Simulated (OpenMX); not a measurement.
HPbNO4:

```xyz
14
Lattice="4.1204 -0.0008 -0.0112 0.0040 6.4272 0.0536 0.0279 3.2071 7.7499" Properties=species:S:1:pos:R:3 pbc="T T T"
H     3.7380    2.9684    3.7875
H     1.6795    6.6644    4.0009
Pb    1.6467    4.2515    5.4933
Pb    3.6983    5.3813    2.2951
N     2.6193    1.9491    1.6102
N     0.5769    7.6848    6.1852
O     3.7590    3.8553    4.2210
O     2.2235    3.1363    1.5259
O     2.2071    1.0645    0.8217
O     3.4590    1.6183    2.5274
O     1.6973    5.7776    3.5672
O     0.1804    6.4980    6.2725
O     0.1698    8.5703    6.9754
O     1.4117    8.0143    5.2631
```

The cell was built by a generator and needn't be a form met in nature.

Base run:

```yaml
Program: OpenMX 3.8.5
Functional: PBE
Potentials_or_basis: OpenMX 2013 PBE set, H6.0-s2p1, Pb8.0-s3p2d2f1, N6.0-s2p2d1, O6.0-s2p2d1, grid cutoff 500 Ry
k_mesh: 7 × 5 × 5
Occupations: fermi-dirac, width 0.05 eV
Spin: no spin polarisation
```

Its results: band gap on the k mesh 3.31 eV, indirect (least direct gap 3.38 eV); pressure 2.1 GPa; largest force 1.181 eV/Å.

Task: The run is repeated on the same cell with these changes: potentials or basis from OpenMX 2013 PBE set, H6.0-s2p1, Pb8.0-s3p2d2f1, N6.0-s2p2d1, O6.0-s2p2d1, grid cutoff 500 Ry to OpenMX 2013 PBE set, H5.0-s2, Pb8.0-s3p2d2, N6.0-s2p2, O6.0-s2p2, grid cutoff 500 Ry. What comes out?

Result: Band gap on the k mesh 2.91 eV, indirect (least direct gap 3.07 eV); pressure 10.7 GPa; largest force 5.463 eV/Å.

Caveats: spin-orbit coupling is left out, which as a rule narrows the gap of such compounds by several tenths of an eV; the basis of atomic orbitals isn't converged, which shifts pressures, moduli and gaps; forces of over 1 eV/Å show positions far from the minimum, so gaps and moduli don't describe the material at rest; an odd mesh through Γ misses points on the zone boundary, where band edges often lie (some runs).

Not every run made on this cell is shown here.
